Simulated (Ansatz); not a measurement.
Run this with the Python package of Ansatz (0.2.0) and show what comes out.

Script `vcrelax_cu.py`:
```python
"""Variable-cell relaxation of Cu."""

import ansatz as az
from ase.data import atomic_numbers
import numpy as np
import spglib

XC = "PBEsol"
K_SPACING = 0.24
OCCUPATIONS = "Fermi-Dirac"
SCF_TOL = 1e-09
FMAX = 0.03

def edges_and_angles(cell):
    cell = np.asarray(cell)
    a, b, c = np.linalg.norm(cell, axis=1)
    cosines = cell[1] @ cell[2] / (b * c), cell[0] @ cell[2] / (a * c), cell[0] @ cell[1] / (a * b)
    return (a, b, c, *np.degrees(np.arccos(cosines)))

structure = (
    az.Lattice.of((2.5341, 0.0, 0.0), (-1.26705, 2.19459, 0.0), (0.0, 0.0, 4.11257))
    .atom("Cu", (1 / 3, 2 / 3, 0.25))
    .atom("Cu", (2 / 3, 1 / 3, 0.75))
)

# every cell quantity that the symmetry leaves free
calc = (
    structure.calculation()
    .functional(XC)
    .basis(41 * az.Ry)
    .kpoints(spacing=K_SPACING)
    .occupations(OCCUPATIONS)  # fractional filling near the Fermi level
    .scf(tolerance=SCF_TOL)
    .relax(force_tolerance=FMAX, max_steps=30, cell=True)
    .band_table()  # levels at the mesh points
)
steps = []


def follow(event):
    if event["event"] != "relax_step":
        return
    row = event["data"]
    steps.append(row)
    print(f"step {row['step']:3d}  E = {row['lagrangian_ev']:.5f} eV  largest force component = {row['allowed_force_max_ev_ang']:.4f} eV/A  P = {row['pressure_gpa']:.3f} GPa")


out = calc.session().plan(threads=1).execute(on_event=follow)
summary = out.report

first, last = steps[0], steps[-1]
symbols = [site.symbol for site in out.lattice.sites]
print(f"energy gained {first['lagrangian_ev'] - last['lagrangian_ev']:.4f} eV in {len(steps) - 1} steps")
for label, vectors in (("before", first["cell_ang"]), ("after", out.lattice.cell_ang)):
    print(label, "a b c (A) {:.4f} {:.4f} {:.4f}  angles {:.2f} {:.2f} {:.2f}".format(*edges_and_angles(vectors)), f" V = {abs(np.linalg.det(vectors)):.3f} A^3")
print("final stress xx yy zz (GPa, compression positive):", np.round(np.diag(summary["stress_gpa"]), 3) + 0.0)

print("atom   start x y z (A)              end x y z (A)")
for symbol, a, b in zip(symbols, first["positions_ang"], last["positions_ang"]):
    print(f"{symbol:3s}", " ".join(f"{v:8.4f}" for v in a), "  ", " ".join(f"{v:8.4f}" for v in b))

fractions = [site.position_frac for site in out.lattice.sites]
numbers = [atomic_numbers[s] for s in symbols]
for tolerance in (1e-3, 1e-2, 1e-1):
    print(f"space group at {tolerance} A:", spglib.get_spacegroup((out.lattice.cell_ang, fractions, numbers), symprec=tolerance))

print("relaxed fractional positions")
for site in out.lattice.sites:
    print(f"  {site.symbol:2s}", " ".join(f"{v % 1:8.5f}" for v in np.round(site.position_frac, 5)))

for key in ("converged", "n_iterations", "n_electrons", "n_kpoints", "n_pw", "n_symmetry_ops", "free_energy_ev", "fermi_energy_ev"):
    print(f"{key:18s} {summary[key]}")

print("band  energy (eV)  occupation (first spin channel), at k =", summary["kpoints_frac"][0])
for band, (e, occ) in enumerate(zip(summary["eigenvalues_ev"][0], summary["occupations"][0]), start=1):
    print(f"{band:4d} {e:12.4f} {occ:9.4f}")
```

```console
$ python vcrelax_cu.py
DeckWarning: relax.cell: scf.convergence.dr2_threshold = 1e-9 eV is looser than the 2e-10 eV advised for a relaxation that steers and ends on the stress (1e-10 eV for each atom of the cell: 2). What [...]
step   1  E = -13177.53117 eV  largest force component = 0.0000 eV/A  P = -1.456 GPa
step   2  E = -13177.53200 eV  largest force component = 0.0000 eV/A  P = -0.742 GPa
step   3  E = -13177.53237 eV  largest force component = 0.0000 eV/A  P = 0.051 GPa
step   4  E = -13177.53237 eV  largest force component = 0.0000 eV/A  P = 0.015 GPa
step   5  E = -13177.53235 eV  largest force component = 0.0000 eV/A  P = 0.015 GPa
energy gained 0.0012 eV in 4 steps
before a b c (A) 2.5341 2.5341 4.1126  angles 90.00 90.00 120.00  V = 22.871 A^3
after a b c (A) 2.5220 2.5220 4.1143  angles 90.00 90.00 120.00  V = 22.663 A^3
final stress xx yy zz (GPa, compression positive): [0.003 0.003 0.038]
atom   start x y z (A)              end x y z (A)
Cu    0.0000   1.4631   1.0281     -0.0000   1.4561   1.0286
Cu    1.2670   0.7315   3.0844      1.2610   0.7280   3.0857
space group at 0.001 A: P6_3/mmc (194)
space group at 0.01 A: P6_3/mmc (194)
space group at 0.1 A: P6_3/mmc (194)
relaxed fractional positions
  Cu  0.33333  0.66667  0.25000
  Cu  0.66667  0.33333  0.75000
converged          True
n_iterations       6
n_electrons        38.0
n_kpoints          76
n_pw               687
n_symmetry_ops     24
free_energy_ev     -13177.532350779515
fermi_energy_ev    17.453388078808633
band  energy (eV)  occupation (first spin channel), at k = [0.0, 0.0, 0.0]
   1     -94.8664    2.0000
   2     -94.8494    2.0000
   3     -52.4465    2.0000
   4     -52.3374    2.0000
   5     -52.3374    2.0000
   6     -52.3182    2.0000
   7     -52.3182    2.0000
   8     -52.3182    2.0000
   9       7.7206    2.0000
  10      12.1408    2.0000
  11      14.3518    2.0000
  12      14.4154    2.0000
  13      14.4154    2.0000
  14      14.6421    2.0000
  15      14.6421    2.0000
  16      14.9466    2.0000
  17      14.9466    2.0000
  18      15.7573    2.0000
  19      15.7573    2.0000
  20      16.2896    2.0000
  21      21.4492    0.0000
  22      39.1411    0.0000
  23      39.6577    0.0000
```
(Warnings from the package without file and line, shortened.)

Caveats:
- Total energies depend on the potentials; only differences at equal settings carry meaning. A total without «per atom» is that of the whole cell that was run.
- The run is spin-unpolarised.
- Forces vanish by symmetry, so the ions can't move, and the end may be a saddle.
- For a metal this k-point mesh is coarse: on a finer one energies can move by several to tens of meV an atom and pressures by half a GPa or more, differences at one mesh by less.
- An absolute Fermi energy rests on an arbitrary zero of the periodic potential and has no direct meaning.
- Energies along a relaxation are free energies. Rows at an unchanged volume are solved on a plane-wave basis chosen afresh for that cell, so the energy can jump there; the script counts such rows among its steps.
- This isn't the structure that Cu takes at ambient conditions.
- Gaps and levels are Kohn-Sham values on a finite set of k-points.
- Timing: 16 s on 1 thread of Arm Neoverse V1, on a shared host, peak memory 0.42 GiB.
